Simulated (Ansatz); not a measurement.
The system is NiMoIrPdW.

```
Ni Mo Pd Ir W
1.0
     2.76616    0.00000    0.00000
    -1.38308    2.39557    0.00000
     0.00000    0.00000   11.02292
Ni Mo Pd Ir W
1 1 1 1 1
Direct
  0.33333 0.66667 0.59712
  0.00000 0.00000 0.41074
  0.66667 0.33333 0.79520
  0.66667 0.33333 0.19960
  0.33333 0.66667 0.99734
```

The cell was built by a generator and needn't be a form met in nature.

* Program: Ansatz 0.2.0
* Task: relaxation of cell and atoms
* Functional: BLYP
* Potentials or basis: Ansatz PAW
* Cutoff: 420 eV (not typed: the program's choice for these potentials)
* k mesh: 8 × 8 × 2
* Occupations: fermi-dirac, width 0.05 eV
* Spin: collinear spin, ferromagnetic start
* Starting moments: [1.0, 1.0, 0.0, 0.6, 0.0] μB

At the start: volume 14.61 Å³/atom.

Task: How do energy, volume and symmetry change on relaxing?

Result: It ends after 6 steps and the volume is 15.32 Å³/atom (+4.9 %); space group P3m1 (No. 156, to 0.05 Å); moment 0.00 μB per cell.

Step by step:
| step | energy change (eV) | largest force (eV/Å) | volume (Å³) |
| --- | --- | --- | --- |
| 1 | 0.0000 | 0.1937 | 73.04 |
| 2 | -0.1171 | 0.1094 | 76.92 |
| 3 | -0.1202 | 0.0391 | 76.59 |
| 4 | -0.1204 | 0.0082 | 76.58 |
| 5 | -0.1204 | 0.0020 | 76.59 |
| 6 | -0.1215 | 0.0020 | 76.59 |

Final structure:
```xyz
5
Lattice="2.8110 0.0000 0.0000 -1.4055 2.4344 0.0000 0.0000 0.0000 11.1926" Properties=species:S:1:pos:R:3 pbc="T T T"
Ni    0.0000    1.6230    6.6624
Mo    0.0000    0.0000    4.6027
Pd    1.4055    0.8115    8.9056
Ir    1.4055    0.8115    2.2341
W     0.0000    1.6230   11.1732
```

Caveat: the plane-wave basis is chosen anew once the cell has moved, so the energies of steps on either side of that aren't comparable; the PAW data sets come from PBE, with cores solved anew for the run's functional, which leaves a small shift of forces and pressure; the starting moments weren't kept.
